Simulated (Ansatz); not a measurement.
# CdH₃NS: basis-set convergence

How large a basis does CdH₃NS need? Two functionals are run in growing sets.

Computed with Ansatz 0.2.0, Gaussian basis. Level: one geometry, several basis sets.

Plan: PBE0-D4/def2-SVP; ωB97M-V/def2-SVP; PBE0-D4/def2-QZVPP; ωB97M-V/def2-QZVPP; the functionals' def2-TZVPP values are taken from earlier runs.

**1. Structure used throughout**

The geometry comes from an earlier relaxation with PBE0-D4 in a triple-zeta def2 set; it is a stationary point. Cd takes the def2 core potential; no spin-orbit term is included.

SMILES `[NH2][Cd][SH]`, 6 atoms, charge 0, spin multiplicity 1.

Atoms are counted from 1 here; the program's logs count them from 0.

Bond lengths: N1–Cd2 2.011 Å, N1–H4 1.013 Å, N1–H5 1.013 Å, Cd2–S3 2.329 Å, S3–H6 1.344 Å. Angles: Cd2–N1–H4 112.9°, Cd2–N1–H5 112.8°, H4–N1–H5 106.6°, N1–Cd2–S3 174.3°, Cd2–S3–H6 93.6°.

Coordinates:

```xyz
6

N    -1.0016   -0.2542   -1.3617
Cd   -0.0063    0.3424    0.2812
S     1.0096    1.2182    2.1851
H    -1.4722   -1.1426   -1.2357
H    -0.3997   -0.3566   -2.1703
H     1.8703    0.1927    2.3014
```

**2. PBE0-D4 in def2-SVP**

The input, in.yaml:

```yaml
crystal:
  periodic: [false, false, false]
  atoms:
    - {symbol: N, position_ang: [-1.001642, -0.254186, -1.361683]}
    - {symbol: Cd, position_ang: [-0.006322, 0.342415, 0.281217]}
    - {symbol: S, position_ang: [1.009618, 1.218199, 2.185102]}
    - {symbol: H, position_ang: [-1.472223, -1.142565, -1.235750]}
    - {symbol: H, position_ang: [-0.399698, -0.356573, -2.170258]}
    - {symbol: H, position_ang: [1.870277, 0.192710, 2.301373]}
basis:
  gaussian: {orbitals: def2-SVP}
hamiltonian: {xc: pbe0, dispersion: d4}
output: {orbitals: {seedname: orbitals}}
```

Launch:

```console
$ ansatz run in.yaml --threads 4 --pin off --events-out ev --progress --plain --max-ram 10444MiB
```

The runs that follow: ωB97M-V in def2-SVP; PBE0-D4 in def2-QZVPP; ωB97M-V in def2-QZVPP.

Before running them: what should the planned runs give, taken together? Wanted: PBE0-D4: double and triple zeta above quadruple; ωB97M-V: double and triple zeta above quadruple.

The runs gave:

```
                                       quantity          value
PBE0-D4: double and triple zeta above quadruple  7.41, 0.55 eV
ωB97M-V: double and triple zeta above quadruple  7.50, 0.53 eV
```

**Reading.** For PBE0-D4 the step from double to triple zeta gains 6.86 eV and the next only 0.55 eV. These are total energies; as a rule much of such shifts cancels in differences, which this series doesn't test. The LUMO of ωB97M-V is positive and keeps falling with the basis (0.87 to 0.23 eV): an unbound level that the basis holds in place.
